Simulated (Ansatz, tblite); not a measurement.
# Ge with GFN2-xTB from a Python script

These are simulated results from tblite 0.8.0, not measurements. The cell was built from a prototype and was relaxed with r2SCAN in plane waves (Ansatz 0.2.0). Not every such cell is a known phase. All runs are without spin polarisation.

It is cubic, Fd-3m (No. 227); conventional cell a = 5.674 Å, 22.83 Å³ an atom. Around Ge lie 4 Ge at 2.46 Å.

tblite solves periodic systems at the zone centre alone, so the script builds a cluster of 2×2×2 conventional cells (64 atoms), which folds in a coarse mesh of k points.

run.py reads:

```python
import json
from ase import Atoms
from ase.build import make_supercell
from ase.units import Bohr, GPa, Hartree
from tblite.interface import Calculator

atoms = Atoms(['Ge', 'Ge'],
              cell=[[0.0, 2.836874, 2.836874], [2.836874, -0.0, 2.836874], [2.836874, 2.836874, -0.0]],
              scaled_positions=[[0.0, 0.0, 0.0], [0.25, 0.25, 0.25]],
              pbc=True)
cluster = make_supercell(atoms, [[-2, 2, 2], [2, -2, 2], [2, 2, -2]])
calc = Calculator('GFN2-xTB', cluster.numbers, cluster.positions / Bohr, lattice=cluster.cell[:] / Bohr, periodic=cluster.pbc)
calc.set('temperature', 0.02 / Hartree)
calc.set('max-iter', 150)
res = calc.singlepoint()
levels = res.get('orbital-energies') * Hartree
nv = round(res.get('orbital-occupations').sum() / 2)
cells = len(cluster) // len(atoms)
out = {'energy_per_cell': res.get('energy') * Hartree / cells, 'homo': levels[nv - 1], 'lumo': levels[nv],
       'stress': (-res.get('virial') * Hartree / cluster.get_volume() / GPa).tolist(), 'charges': res.get('charges')[:len(atoms)].tolist(), 'electrons': 2 * nv / cells}
json.dump(out, open('results.json', 'w'))
for key, value in out.items():
    print(key, value)
```

Command: `python run.py`. It took 4.6 s on 1 thread of Intel(R) Xeon(R) 6975P-C (Granite Rapids), on a shared host, peak memory 0.13 GiB.

Output:

```
------------------------------------------------------------
  cycle        total energy    energy error   density error
------------------------------------------------------------
      1     -125.2347788599  -1.2559063E+02   1.2041059E-01
      2     -125.2476207500  -1.2841890E-02   6.6638561E-02
      3     -125.2530474984  -5.4267485E-03   5.1553413E-03
      4     -125.2530503412  -2.8427419E-06   5.0743916E-04
      5     -125.2530430803   7.2608914E-06   5.0086804E-04
      6     -125.2530508073  -7.7270479E-06   4.8778661E-06
      7     -125.2530507912   1.6146174E-08   1.0121471E-05
------------------------------------------------------------

 total:                                   4.203 sec
energy_per_cell -106.50965986900857
homo -8.022253826033767
lumo -8.022253826033767
stress [[3.4984513048448793, 1.0240455642349793e-07, 1.0240455060194225e-07], [1.0240455659187583e-07, 3.498451304845107, 1.024044710656307e-07], [1.024045506164753e-07, 1.0240447105071206e-07, 3.4984513048445196]]
charges [6.515241552251805e-05, -7.17871857075919e-05]
electrons 8.0
```

The cycle table is in hartree for the whole cluster, and the lines after it are in eV (the energy for one cell). The printed stress is in GPa and positive in compression, and the pressure is its mean diagonal.

GFN2-xTB gives no gap at the points read. On the same cell, plane-wave PBE (Ansatz, 8×8×8 k points and the special points) gives no gap at the points read and r2SCAN a gap of 0.36 eV; on shared hosts these took about 0.96 and 2 core-seconds on the 2-atom cell, against 4.6 for the script. Semilocal gaps usually lie below measured ones.

The same script was run on cells scaled at fixed shape and fractional coordinates:

| volume (Å³/atom) | energy (meV/atom) | pressure (GPa, positive in compression) | gap (eV) |
| --- | --- | --- | --- |
| 20.09 | 69.8 | 7.94 | 1.71 |
| 21.46 | 26.9 | 2.37 | 0.80 |
| 22.83 | 0.0 | 3.50 | 0.00 |
| 24.20 | -13.5 | -0.09 | 0.00 |
| 25.57 | -1.7 | -2.43 | 0.00 |

The pressure crosses zero near 24.2 Å³/atom, but the curve is too rough for a fit.

xTB was fitted mostly to molecules, and a small cluster samples few k points, so gaps, pressures and kinks along a curve can be far from a solid's.

Spin-orbit coupling is left out.
